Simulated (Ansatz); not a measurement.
# Al3In8N12: the cost of one run

Computed with Ansatz 0.2.0 (DFT PBE, scalar-relativistic, plane waves, PAW, unless a step's input says otherwise).

2 further runs of the same task are left out: 2 set aside as unsound or not needed. Runs told in other sessions of the task aren't counted.

## (1) The structure to begin with

Symmetry: Cmc2_1, No. 36, orthorhombic system. Conventional cell: a = 10.291 Å, b = 5.923 Å, c = 5.500 Å, α = 90.00°, β = 90.00°, γ = 90.00°. Al (site symmetry m) is surrounded by 4 N at 1.91 to 1.92 Å. Around In (site symmetry 1) lie 4 N at 2.18 to 2.19 Å. N (site symmetry 1) is surrounded by 1 Al at 1.91 Å and 3 In at 2.18 to 2.19 Å. Around N (site symmetry m) lie 2 Al at 1.91 to 1.92 Å and 2 In at 2.19 Å.

As a file:

```cif
data_structure
_symmetry_space_group_name_H-M 'Cmc2_1'
_symmetry_Int_Tables_number 36
_cell_length_a 10.2907
_cell_length_b 5.9228
_cell_length_c 5.5002
_cell_angle_alpha 90.000
_cell_angle_beta 90.000
_cell_angle_gamma 90.000
_cell_volume 335.23
loop_
_atom_site_label
_atom_site_type_symbol
_atom_site_symmetry_multiplicity
_atom_site_Wyckoff_symbol
_atom_site_fract_x
_atom_site_fract_y
_atom_site_fract_z
_atom_site_occupancy
Al1 Al 4 a 0.00000 0.65886 0.48922 1
In1 In 8 b 0.66189 0.67352 0.48725 1
N1 N 8 b 0.65107 0.68186 0.88539 1
N2 N 4 a 0.00000 0.63171 0.83750 1
```

It goes back to an entry of the Materials Project, which need not be the stable form.

This cell was relaxed beforehand with the same method: volume 13.97 Å³/atom, gap on the mesh 0.88 eV.

Reference energy of this cell: -25774.8047 eV (12 atoms, 6×6×6 mesh, zero smearing).

## (2) Cell: 1 of 4 Al atoms taken out at random

From a supercell with 4 Al sites, 1 are emptied at random; the cell stays neutral and all atoms are shaken by 0.02 Å.

The cell holds 3 Al, 8 In, 12 N: a = 5.923 Å, b = 8.093 Å, c = 8.093 Å, α = 78.96°, β = 68.54°, γ = 68.54°.

## (3) Relaxing on a coarse mesh

Cell and atoms move without symmetry, on a coarse mesh with loose thresholds.

input.yaml reads:

```yaml
crystal:
  lattice:
    - [0.0, 5.9227685382, 0.0]
    - [5.1453312758, 2.9613842691, -5.5002130701]
    - [-5.1453312758, 2.9613842691, -5.5002130701]
  atoms:
    - { symbol: Al, position: [0.1419577842, 0.5050335449, 0.5077077958] }
    - { symbol: Al, position: [0.6579815031, 0.0032550943, 0.0030044353] }
    - { symbol: Al, position: [0.5839157187, 0.757116702, 0.7583737132] }
    - { symbol: In, position: [0.6649330976, 0.6722154076, 0.3427880553] }
    - { symbol: In, position: [0.1651690154, 0.1631308339, 0.8420521528] }
    - { symbol: In, position: [0.6633326466, 0.3401356362, 0.6713744677] }
    - { symbol: In, position: [0.1655435138, 0.8420912291, 0.1718156528] }
    - { symbol: In, position: [0.0685329049, 0.5917880567, 0.9202282086] }
    - { symbol: In, position: [0.5717415967, 0.0960491609, 0.4192052265] }
    - { symbol: In, position: [0.0680793932, 0.920265719, 0.5913834338] }
    - { symbol: In, position: [0.5648172812, 0.4210305778, 0.1011718138] }
    - { symbol: "N", position: [0.3776483828, 0.9585712916, 0.660836807] }
    - { symbol: "N", position: [0.8733266773, 0.459734102, 0.1581134718] }
    - { symbol: "N", position: [0.3811835068, 0.657546116, 0.958931139] }
    - { symbol: "N", position: [0.8769111589, 0.1564635494, 0.4547983451] }
    - { symbol: "N", position: [0.2616653319, 0.4036559689, 0.7134783078] }
    - { symbol: "N", position: [0.7665854181, 0.9089385203, 0.2084864065] }
    - { symbol: "N", position: [0.2631376629, 0.7040780587, 0.404615465] }
    - { symbol: "N", position: [0.7547624385, 0.2109237655, 0.9077208575] }
    - { symbol: "N", position: [0.8008545162, 0.827421259, 0.8353493629] }
    - { symbol: "N", position: [0.301437879, 0.3295861422, 0.335876059] }
    - { symbol: "N", position: [0.7854782696, 0.580172469, 0.58213861] }
    - { symbol: "N", position: [0.2869872401, 0.0805469746, 0.0783267784] }
  symmetry: { detect: false }
basis:
  ecutwfc: 420
kpoints:
  mp_grid: { grid: [3, 2, 2], shift: [0.0, 0.5, 0.5] }
hamiltonian:
  xc: pbe
scf:
  occupations: { method: gaussian, width: 0.1 }
  lower_state_search: "off"
output:
  forces: true
  stress: true
  eigenvalues: true
relax:
  adjacent_minimum: "off"
  f_tol: 0.04
  max_steps: 50
  cell: { stress_tol: 0.3 }
```

Command:

```
$ ansatz run input.yaml --threads 4 --pin off --max-ram 9216MiB --backend cpu --events-out ev --progress --plain --runs-dir out
```

**Question.** How long does this run take on 4 threads of Arm Neoverse V1, shared host, and how much memory does it need?

About 67 s, with a peak of 1 GiB.
